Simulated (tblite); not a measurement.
# C15H15FSe: the cost of one run

Programs: tblite 0.8.0 and PySCF 2.14.0, with routines of our own; each step states its level. All values are computed. Atoms count from 0.

## Step 1: The starting structure

32 atoms, charge 0, multiplicity 1; geometry from: force field or distance geometry start.

## Step 2: Geometry optimisation with GFN2-xTB

Job settings and geometry (Å):

```
{"job": {"kind": "relax", "xc": "GFN2-xTB", "basis": "xTB"}, "charge": 0, "multiplicity": 1}
C      4.856100     0.308900    -0.102600
Se     3.637400    -0.527700     1.170300
C      2.076200    -0.977800     0.164000
C      2.219600    -1.853400    -0.894300
C      1.094300    -2.180800    -1.609400
C     -0.128700    -1.618600    -1.295400
C     -0.262600    -0.722200    -0.238700
C     -1.583600    -0.167500     0.051000
C     -1.985800     1.009800    -0.568700
C     -1.125000     1.752900    -1.511100
C     -3.254000     1.505600    -0.282500
C     -4.115500     0.868500     0.589200
C     -3.691600    -0.295000     1.190200
C     -2.438000    -0.840500     0.930100
F     -2.010800    -1.979400     1.509200
C      0.854500    -0.401500     0.512600
C      0.764100     0.557200     1.653800
H      4.346100     0.432100    -1.096900
H      5.679200    -0.392500    -0.272000
H      5.135100     1.280000     0.318400
H      3.196400    -2.246500    -1.069500
H      1.204900    -2.880900    -2.450200
H     -0.963200    -1.897900    -1.889500
H     -0.587200     2.498600    -0.869000
H     -1.809300     2.372800    -2.161800
H     -0.445800     1.134500    -2.090500
H     -3.581800     2.417700    -0.738800
H     -5.104200     1.252400     0.825400
H     -4.341700    -0.827200     1.873200
H      1.586100     0.298500     2.361100
H     -0.228000     0.552800     2.123600
H      0.991500     1.598800     1.286800
```

Run with:

```console
$ OMP_NUM_THREADS=1 python excited_run.py task.json out
```

One launch serves the whole session: the jobs run in the order shown.

**Question.** How long does this first job take on 1 thread of Arm Neoverse V1, shared host, and how much memory does it need?

About 4.1 s, with a peak of 0.18 GiB.
